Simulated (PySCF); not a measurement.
**One shape, several levels: GeSi2H7 (SMILES [SiH3][SiH2][GeH2])**

Wanted: a comparison of 3 runs (UPBE0/ccECP-cc-pVDZ, UPBE0/ccECP-aug-cc-pVDZ, UPBE0/ccECP-cc-pVTZ) of GeSi2H7. The job is set up through a Python script.

Program for the calculation: PySCF 2.14.0.

### 1 The structure to begin with

GeSi2H7 has 10 atoms, charge 0, and is taken as a doublet. SMILES: `[SiH3][SiH2][GeH2]`. The shape comes from GFN2-xTB, which is rough for such elements, and wasn't checked as a minimum. This is one conformer, not always the lowest.

Bond lengths: Si1–Si2 2.326 Å, Si2–Ge3 2.391 Å, Si1–H4 1.467 Å, Si1–H5 1.463 Å, Si1–H6 1.464 Å, Si2–H7 1.471 Å, Si2–H8 1.471 Å, Ge3–H9 1.572 Å, Ge3–H10 1.572 Å. Some angles: Si1–Si2–Ge3 112.1°, Si1–Si2–H7 112.7°, Si1–Si2–H8 112.8°, Ge3–Si2–H7 107.5°, Ge3–Si2–H8 107.6°, Si2–Si1–H4 112.2°, Si2–Si1–H5 110.7°, Si2–Si1–H6 110.7°, Si2–Ge3–H9 102.2°, Si2–Ge3–H10 102.2°.

### 2 The energy at UPBE0/ccECP-cc-pVDZ (core potential) (run 1)

File input.py:

```python
from pyscf import gto, dft

mol = gto.M(
    atom=[
    ('Si', (-1.205400, 0.778970, -0.705020)),
    ('Si', (0.020590, -1.092560, -0.068370)),
    ('Ge', (1.958410, -0.509910, 1.205400)),
    ('H', (-2.397280, 0.423450, -1.482740)),
    ('H', (-0.392710, 1.671730, -1.532120)),
    ('H', (-1.655520, 1.525590, 0.470640)),
    ('H', (-0.766220, -2.041990, 0.734370)),
    ('H', (0.468710, -1.898930, -1.214700)),
    ('H', (1.374960, 0.506000, 2.253510)),
    ('H', (2.594470, 0.637650, 0.339020)),
],
    basis='ccecp-cc-pvdz',
    spin=1,
    verbose=3,
    max_memory=1860,
    ecp={'Si': 'ccecp', 'Ge': 'ccecp', 'H': 'ccecp'},
)

mf = dft.UKS(mol)
mf.xc = 'pbe0'
mf.conv_tol = 1e-10
mf.grids.level = 4
mf.kernel()
if not mf.converged:
    mf = mf.newton().run(mf.mo_coeff, mf.mo_occ)

e_tot = mf.e_tot
print('E = %.10f Eh' % e_tot)
```

Started as:

```
$ OMP_NUM_THREADS=1 python input.py
```

The program printed:

```text
converged SCF energy = -15.7280376620412  <S^2> = 0.75346858  2S+1 = 2.0034656
E = -15.7280376620 Eh
```

Run time: 16 s. Hardware: 1 thread of Intel Xeon 6975P-C (Granite Rapids), shared host; peak memory 0.37 GiB.

### 3 A single-point energy at UPBE0/ccECP-aug-cc-pVDZ (core potential) (run 2)

File job.py:

```python
from pyscf import gto, dft

mol = gto.Mole()
mol.atom = '''
Si    -2.277876     1.472040    -1.332295
Si     0.038909    -2.064639    -0.129201
Ge     3.700859    -0.963590     2.277876
H     -4.530203     0.800205    -2.801973
H     -0.742114     3.159112    -2.895287
H     -3.128479     2.882947     0.889381
H     -1.447946    -3.858802     1.387758
H      0.885734    -3.588458    -2.295450
H      2.598298     0.956201     4.258517
H      4.902838     1.204984     0.640655
'''
mol.ecp = {'Si': 'ccecp', 'Ge': 'ccecp', 'H': 'ccecp'}
mol.basis = 'ccecp-aug-cc-pvdz'
mol.max_memory = 1860
mol.charge = 0
mol.unit = 'bohr'
mol.verbose = 4
mol.spin = 1
mol.build()

mf = dft.UKS(mol, xc='pbe0')
mf.conv_tol = 1e-10
mf.grids.level = 4
mf.kernel()
if not mf.converged:
    mf = mf.newton().run(mf.mo_coeff, mf.mo_occ)

etot = mf.e_tot
print(f'total energy: {etot:.8f} hartree')
```

Started as:

```
$ OMP_NUM_THREADS=1 python job.py
```

The program printed:

```text
PySCF version 2.14.0

[... 103 lines left out ...]
converged SCF energy = -15.7413899172697  <S^2> = 0.75398072  2S+1 = 2.0039768
total energy: -15.74138992 hartree
```

Wall time 29 s (1 thread of Intel Xeon 6975P-C (Granite Rapids), shared host); peak memory 0.75 GiB.

### 4 The energy at UPBE0/ccECP-cc-pVTZ (core potential) (run 3)

File run.py:

```python
from pyscf import gto, dft

system = gto.Mole()
system.atom = '''
Si  -1.205400   0.778970  -0.705020
Si   0.020590  -1.092560  -0.068370
Ge   1.958410  -0.509910   1.205400
H   -2.397280   0.423450  -1.482740
H   -0.392710   1.671730  -1.532120
H   -1.655520   1.525590   0.470640
H   -0.766220  -2.041990   0.734370
H    0.468710  -1.898930  -1.214700
H    1.374960   0.506000   2.253510
H    2.594470   0.637650   0.339020
'''
system.verbose = 4
system.basis = 'ccecp-cc-pvtz'
system.spin = 1
system.charge = 0
system.max_memory = 1860
system.ecp = {'Si': 'ccecp', 'Ge': 'ccecp', 'H': 'ccecp'}
system.build()

ks = dft.UKS(system, xc='pbe0')
ks.grids.level = 4
ks.conv_tol = 1e-10
ks.kernel()
if not ks.converged:
    ks = ks.newton().run(ks.mo_coeff, ks.mo_occ)

e_tot = ks.e_tot
print('E(%s) = %.9f' % ('PBE0', e_tot))
```

Started as:

```
$ OMP_NUM_THREADS=1 python run.py
```

The program printed:

```text
PySCF version 2.14.0

[... 103 lines left out ...]
converged SCF energy = -15.7545383549091  <S^2> = 0.75455012  2S+1 = 2.004545
E(PBE0) = -15.754538355
```

Run time: 53 s. Hardware: 1 thread of Intel Xeon 6975P-C (Granite Rapids), shared host; peak memory 1.7 GiB.

### 5 Overview of the runs

```csv
run,level,energy (Eh),dipole moment (D),HOMO energy (eV),LUMO energy (eV),wall time
1,UPBE0/ccECP-cc-pVDZ (core potential),-15.728038,0.18,-6.79,-3.55,16 s
2,UPBE0/ccECP-aug-cc-pVDZ (core potential),-15.741390,0.42,-6.78,-3.55,29 s
3,UPBE0/ccECP-cc-pVTZ (core potential),-15.754538,0.42,-6.79,-3.54,53 s
```

### 6 Results

```
                                 quantity         value
                      run 3: total energy  -15.75454 Eh
                     run 3: dipole moment        0.42 D
run 3: HOMO energy (highest over α and β)      -6.79 eV
 run 3: LUMO energy (lowest over α and β)      -3.54 eV
                              run 3: ⟨S²⟩         0.755
```

The dipole moment (its size) runs from 0.18 D (UPBE0/ccECP-cc-pVDZ) to 0.42 D (UPBE0/ccECP-cc-pVTZ). All runs together took 97 s, the longest 53 s.
